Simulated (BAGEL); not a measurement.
**C3HOP (SMILES C#CP=C=O) at HF/3-21G (density fitting with qzvpp-jkfit)**

What is the electronic atomisation energy of C3HOP at HF/3-21G (density fitting with qzvpp-jkfit)? 

The results are computed with BAGEL 1.2.2.

21 further runs of the same task are left out: 21 set aside as unsound or not needed.

**1. The system as given**

The species is C3HOP (6 atoms), meant as a singlet with charge 0. SMILES: `C#CP=C=O`. Geometry: relaxed at GFN2-xTB.

Bond lengths: C1–C2 1.203 Å, C2–P3 1.766 Å, P3–C4 1.651 Å, C4–O5 1.160 Å, C1–H6 1.050 Å. Angles: C1–C2–P3 173.9°, C2–P3–C4 86.9°, P3–C4–O5 179.8°, C2–C1–H6 178.4°.

**2. The energy at HF/3-21G (density fitting with qzvpp-jkfit)**

Contents of input.json:

```json
{ "bagel" : [

{
  "title" : "molecule",
  "basis" : "3-21g",
  "df_basis" : "qzvpp-jkfit",
  "angstrom" : "true",
  "geometry" : [
    { "atom" : "C", "xyz" : [    1.431860,    0.801030,    0.347270 ] },
    { "atom" : "C", "xyz" : [    0.298480,    0.434740,    0.515240 ] },
    { "atom" : "P", "xyz" : [   -1.363710,   -0.002260,    0.921630 ] },
    { "atom" : "C", "xyz" : [   -1.385090,   -0.865230,   -0.485860 ] },
    { "atom" : "O", "xyz" : [   -1.404480,   -1.472270,   -1.473890 ] },
    { "atom" : "H", "xyz" : [    2.422940,    1.103990,    0.175620 ] }
  ]
},
{ "title" : "hf" },
{ "title" : "print", "file" : "orbitals.molden", "orbitals" : "true" }

]}
```

Started as:

```bash
$ BAGEL_NUM_THREADS=1 BAGEL input.json > input.out
```

Standard output:

```text
* using 1 threads per process

  ===============================================================
  ===============================================================

  *** Geometry ***

  { "atom" : "C", "xyz" : [      2.705823,      1.513727,      0.656245 ] },
  { "atom" : "C", "xyz" : [      0.564045,      0.821540,      0.973662 ] },
  { "atom" : "P", "xyz" : [     -2.577038,     -0.004271,      1.741628 ] },
  { "atom" : "C", "xyz" : [     -2.617441,     -1.635048,     -0.918142 ] },
  { "atom" : "O", "xyz" : [     -2.654083,     -2.782187,     -2.785248 ] },
  { "atom" : "H", "xyz" : [      4.578693,      2.086239,      0.331874 ] },

  Number of auxiliary basis functions:      448

  Since a DF basis is specified, we compute 2- and 3-index integrals:
    o Being stored without compression. Storage requirement is 0.009 GB

  Number of basis functions:       51
  Number of electrons      :       42

    * METHOD: MOLECULE                             0.22

  *** RHF ***

  === Nuclear Repulsion ===
   168.0429462861

      * DIIS with orbital gradients will be used.

  === RHF iteration (3-21g) ===
      0       -526.74002897          0.02465848           0.04
      1       -526.79404287          0.02335833           0.04
      2       -526.88047861          0.00250975           0.06
[... 15 lines of this table left out ...]
     18       -526.88316537          0.00000001           0.05
    * SCF iteration converged.

    * Permanent dipole moment:
           (   -0.254219,    -0.076016,     0.046717) a.u.

    * METHOD: HF                                   1.12

    * METHOD: PRINT                                0.01

  ===============================================================
```

Run time: 1.6 s. Hardware: 1 thread of Intel Xeon Platinum 8259CL at 2.50GHz (Skylake/Cascade Lake), shared host.

**3. The C atom at the same level**

Contents of job.json:

```json
{ "bagel" : [

{
  "title" : "molecule",
  "basis" : "3-21g",
  "df_basis" : "qzvpp-jkfit",
  "angstrom" : true,
  "geometry" : [
    { "atom" : "C", "xyz" : [       0.000000,       0.000000,       0.000000 ] }
  ]
},

{ "title" : "uhf", "nopen" : 2 },

{ "title" : "print", "file" : "orbitals.molden", "orbitals" : true }

]}
```

Run the same way, it converges to -37.48108 Eh (log not shown).

**4. The H atom**

Contents of input.json:

```json
{ "bagel": [

{
  "title": "molecule",
  "basis": "3-21g",
  "df_basis": "qzvpp-jkfit",
  "angstrom": true,
  "geometry": [
    { "atom": "H", "xyz": [    0.000000,    0.000000,    0.000000 ] }
  ]
},
{
  "title": "uhf",
  "nopen": 1
},
{
  "title": "print",
  "file": "orbitals.molden",
  "orbitals": true
}

]}
```

Run the same way, it converges to -0.49620 Eh (log not shown).

**5. The O atom**

Contents of input.json:

```json
{ "bagel" : [

{
  "title" : "molecule",
  "basis" : "3-21g",
  "df_basis" : "qzvpp-jkfit",
  "angstrom" : true,
  "geometry" : [
    { "atom" : "O", "xyz" : [       0.000000,       0.000000,       0.000000 ] }
  ]
},

{
  "title" : "uhf",
  "nopen" : 2
},

{
  "title" : "print",
  "file" : "orbitals.molden",
  "orbitals" : true
}

]}
```

Run the same way, it converges to -74.39351 Eh (log not shown).

**6. The P atom**

Contents of job.json:

```json
{ "bagel": [

{
  "title": "molecule",
  "basis": "3-21g",
  "df_basis": "qzvpp-jkfit",
  "angstrom": true,
  "geometry": [
    { "atom": "P", "xyz": [    0.000000,    0.000000,    0.000000 ] }
  ]
},
{
  "title": "uhf",
  "nopen": 3
},
{
  "title": "print",
  "file": "orbitals.molden",
  "orbitals": true
}

]}
```

Run the same way, it converges to -339.00010 Eh (log not shown).

**7. What came out**

Level: HF/3-21G (density fitting with qzvpp-jkfit).

```
                     quantity          value
       molecule: total energy  -526.88317 Eh
      molecule: dipole moment         0.68 D
        molecule: HOMO energy       -8.79 eV
        molecule: LUMO energy        2.39 eV
      molecule: HOMO–LUMO gap       11.18 eV
         C atom: total energy   -37.48108 Eh
        C atom: dipole moment         0.00 D
                 C atom: ⟨S²⟩          2.001
         H atom: total energy    -0.49620 Eh
        H atom: dipole moment         0.00 D
                 H atom: ⟨S²⟩          0.750
         O atom: total energy   -74.39351 Eh
        O atom: dipole moment         0.00 D
                 O atom: ⟨S²⟩          2.001
         P atom: total energy  -339.00010 Eh
        P atom: dipole moment         0.00 D
                 P atom: ⟨S²⟩          3.750
electronic atomisation energy      14.969 eV
```

What this shows: Taking the molecule apart into free atoms costs 14.97 eV (1444 kJ/mol), before zero-point energy and without spin-orbit coupling. Hartree–Fock lacks the correlation of the bonding pairs, which as a rule makes this value much too low; in minimal bases other errors can mask that. The basis has no polarisation functions, which makes bonds too weak.
